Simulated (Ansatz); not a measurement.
# CH7AlO4: up Jacob's ladder to CCSD(T)

One table from this session's results is given with a row withheld; the runs are named, their logs left out.

Computed with Ansatz 0.2.0, Gaussian basis. Level: functionals in def2-TZVPP, the program's frozen cores in correlated methods.

Levels to be run: LDA (SPW92), PBE-D4, revPBE-D4, BLYP-D4, r2SCAN-D4, B97M-V, PBE0-D4, B3LYP-D4, r2SCANh-D4, r2SCAN0-D4, HSE06-D4, BHLYP-D4, CAM-B3LYP-D4, LC-ωPBE, ωB97X-V, ωB97M-V, B2PLYP, PBE-QIDH; CCSD(T)/def2-SVP; CCSD(T)/def2-TZVPP; MP2/def2-QZVPP; extrapolation to the limit; RPA on PBE.

## Structure used throughout

All runs share one geometry, relaxed beforehand with PBE0-D4 in a triple-zeta def2 set.

SMILES `C[OH+][Al-]([OH])([OH])[OH]`, 13 atoms, charge 0, spin multiplicity 1.

Atoms are counted from 1 here; the program's logs count them from 0.

Bond lengths: C1–O2 1.433 Å, C1–H7 1.090 Å, C1–H8 1.090 Å, C1–H9 1.088 Å, O2–Al3 1.945 Å, O2–H10 0.967 Å, Al3–O4 1.717 Å, Al3–O5 1.727 Å, Al3–O6 1.710 Å, O4–H11 0.955 Å, O5–H12 0.954 Å, O6–H13 0.955 Å. Angles: O2–C1–H7 109.3°, O2–C1–H8 110.5°, O2–C1–H9 106.5°, H7–C1–H8 111.5°, H7–C1–H9 109.6°, H8–C1–H9 109.4°, C1–O2–Al3 122.1°, C1–O2–H10 112.1°, Al3–O2–H10 101.9°, O2–Al3–O4 100.7°, O2–Al3–O5 87.9°, O2–Al3–O6 107.6°, O4–Al3–O5 118.1°, O4–Al3–O6 113.9°, O5–Al3–O6 121.4°, Al3–O4–H11 119.4°, Al3–O5–H12 123.1°, Al3–O6–H13 121.2°.

As a file:

```xyz
13
CH7AlO4
C     0.9515   -1.6155    0.4741
O     1.0151   -0.2474    0.0528
Al   -0.5811    0.8448   -0.1544
O    -1.7632   -0.3671   -0.4426
O     0.1780    1.5801   -1.5204
O    -0.8125    1.7041    1.3061
H     1.9540   -2.0437    0.4617
H     0.2687   -2.1786   -0.1622
H     0.5716   -1.6071    1.4931
H     1.4355   -0.1531   -0.8130
H    -2.5506   -0.3922    0.0975
H    -0.3096    1.9283   -2.2623
H    -0.3370    2.5126    1.4845
```

The first run:

Input file in.yaml:

```yaml
crystal:
  periodic: [false, false, false]
  atoms:
    - {symbol: C, position_ang: [0.951545, -1.615548, 0.474064]}
    - {symbol: O, position_ang: [1.015119, -0.247425, 0.052834]}
    - {symbol: Al, position_ang: [-0.581137, 0.844784, -0.154375]}
    - {symbol: O, position_ang: [-1.763190, -0.367069, -0.442552]}
    - {symbol: O, position_ang: [0.177951, 1.580061, -1.520368]}
    - {symbol: O, position_ang: [-0.812462, 1.704144, 1.306145]}
    - {symbol: H, position_ang: [1.954017, -2.043748, 0.461737]}
    - {symbol: H, position_ang: [0.268749, -2.178620, -0.162236]}
    - {symbol: H, position_ang: [0.571631, -1.607052, 1.493119]}
    - {symbol: H, position_ang: [1.435510, -0.153138, -0.813022]}
    - {symbol: H, position_ang: [-2.550631, -0.392190, 0.097542]}
    - {symbol: H, position_ang: [-0.309650, 1.928347, -2.262298]}
    - {symbol: H, position_ang: [-0.336953, 2.512556, 1.484512]}
basis:
  gaussian: {orbitals: def2-TZVPP}
hamiltonian: {xc: lda}
output: {orbitals: {seedname: orbitals}}
```

Command:

```bash
> ansatz run in.yaml --threads 4 --pin off --events-out ev --progress --plain --max-ram 11315MiB
```

Among the steps run: LDA; PBE-D4 (GGA); revPBE-D4 (GGA); BLYP-D4 (GGA); r2SCAN-D4 (meta-GGA); B97M-V (meta-GGA); PBE0-D4 (hybrid); B3LYP-D4 (hybrid); r2SCANh-D4 (hybrid); r2SCAN0-D4 (hybrid); HSE06-D4 (hybrid); BHLYP-D4 (hybrid); CAM-B3LYP-D4 (range-separated); LC-ωPBE (range-separated); ωB97X-V (range-separated); ωB97M-V (range-separated); B2PLYP (double hybrid); PBE-QIDH (double hybrid).

One of the session's tables, all rows but one given; the rest of the session is left out.

It belongs to the step «Orbital energies across the functionals». 

| functional | HOMO (eV) | gap (eV) |
| --- | --- | --- |
| LDA (SPW92) | -6.46 | 5.60 |
| PBE-D4 | ? | ? |
| revPBE-D4 | -6.15 | 5.62 |
| BLYP-D4 | -6.14 | 5.48 |
| r2SCAN-D4 | -6.60 | 6.54 |
| B97M-V | -6.67 | 6.22 |
| PBE0-D4 | -7.94 | 8.20 |
| B3LYP-D4 | -7.67 | 7.56 |
| r2SCANh-D4 | -7.25 | 7.47 |
| r2SCAN0-D4 | -8.22 | 8.85 |
| HSE06-D4 | -7.53 | 7.41 |
| BHLYP-D4 | -9.60 | 10.54 |
| CAM-B3LYP-D4 | -9.47 | 10.52 |
| LC-ωPBE | -10.86 | 13.28 |
| ωB97X-V | -10.50 | 12.67 |
| ωB97M-V | -10.44 | 12.20 |

Estimate the missing values for PBE-D4.

As computed: HOMO (eV): -6.24; gap (eV): 5.58. In the column «HOMO (eV)» it lies between LDA (SPW92) (-6.46) and revPBE-D4 (-6.15).
